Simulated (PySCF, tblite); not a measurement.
**C₆H₁₂NOP: infrared bands and NMR shifts**

Wanted: the infrared bands and NMR shifts of C₆H₁₂NOP (`C=C[C@@H]1C[P@@]1(CO)=NC`), by calculation.

The runs use tblite 0.8.0 and PySCF 2.14.0, with density-fitted response routines of our own; the level of theory stands in each step. All values are computed, except where a source is named. Atoms count from 0, in the outputs and in this text.

### Step 1. The starting structure

21 atoms, charge 0, multiplicity 1; geometry from: GFN2-xTB.

Bonds of the start (Å): C0–C1 1.33, C1–C2 1.46, C2–C3 1.57, C3–P4 1.83, P4–C5 1.84, C5–O6 1.39, P4–N7 1.57, N7–C8 1.45, P4–C2 1.86, C0–H9 1.08, C0–H10 1.08, C1–H11 1.08, C2–H12 1.09, C3–H13 1.08, C3–H14 1.08, C5–H15 1.10, C5–H16 1.09, O6–H17 0.97, C8–H18 1.09, C8–H19 1.09, C8–H20 1.09.

### Step 2. Infrared spectrum with GFN2-xTB

Job settings and geometry (Å):

```
{"job": {"kind": "ir", "xc": "GFN2-xTB", "basis": "xTB"}, "charge": 0, "multiplicity": 1}
C      3.153064     0.042933     1.234544
C      2.249487     0.170262     0.273218
C      1.027538    -0.628798     0.182341
C      0.413472    -0.908854    -1.232920
P     -0.642846     0.111562    -0.148078
C     -0.519099     1.913266    -0.505439
O     -1.747949     2.395106    -0.937911
N     -2.062409    -0.109100     0.480124
C     -2.629598    -1.371625     0.895653
H      4.029926     0.664706     1.274586
H      3.043117    -0.683752     2.022306
H      2.387318     0.910777    -0.504531
H      1.016143    -1.488877     0.848101
H      0.937866    -0.453226    -2.062133
H      0.141227    -1.938711    -1.428457
H     -0.180744     2.419232     0.414467
H      0.217231     2.084809    -1.296123
H     -2.431598     1.970053    -0.397112
H     -2.666678    -2.107440     0.087681
H     -3.651355    -1.161294     1.214406
H     -2.093032    -1.814086     1.739509
```

**Question.** This job is followed by: GIAO PBE0/pcSseg-1 NMR shielding, non-relativistic, gas phase. What will the session give for the following? strongest single infrared mode (GFN2-xTB); zero-point energy (GFN2-xTB); 13C shifts against TMS (PBE0/pcSseg-1); 1H shifts against TMS (PBE0/pcSseg-1, means over atoms taken as alike); 31P shifts against H3PO4 (PBE0/pcSseg-1); 17O shifts against H2O (PBE0/pcSseg-1); 15N shifts against NH3 (PBE0/pcSseg-1).

The runs gave:

| quantity | value |
| --- | --- |
| strongest single infrared mode (GFN2-xTB) | 1282 cm⁻¹, 225 km/mol |
| zero-point energy (GFN2-xTB) | 105.2 kcal/mol |
| 13C shifts against TMS (PBE0/pcSseg-1) | 143.0, 120.6, 61.1, 33.1, 28.8, 17.5 ppm |
| 1H shifts against TMS (PBE0/pcSseg-1, means over atoms taken as alike) | 5.44, 5.27, 5.24, 4.78, 3.76, 2.93, 2.71, 2.51, 2.33, 0.87 ppm |
| 31P shifts against H3PO4 (PBE0/pcSseg-1) | -93.6 ppm |
| 17O shifts against H2O (PBE0/pcSseg-1) | 2.7 ppm |
| 15N shifts against NH3 (PBE0/pcSseg-1) | -1.8 ppm |

What this shows: All 57 modes are real, so the xTB geometry is a minimum. The strongest single mode, at 1282 cm⁻¹, moves mainly N7. GFN2-xTB is a fitted tight-binding method: band positions and strengths are rough. Its intensities can rank the bands wrongly. The most deshielded carbon is C1 (alkene CH), at 143.0 ppm: as expected for a trigonal carbon in a double bond. At PBE0/pcSseg-1: Shielding is most anisotropic at P4 (span 459 ppm, paramagnetic term -556 ppm).
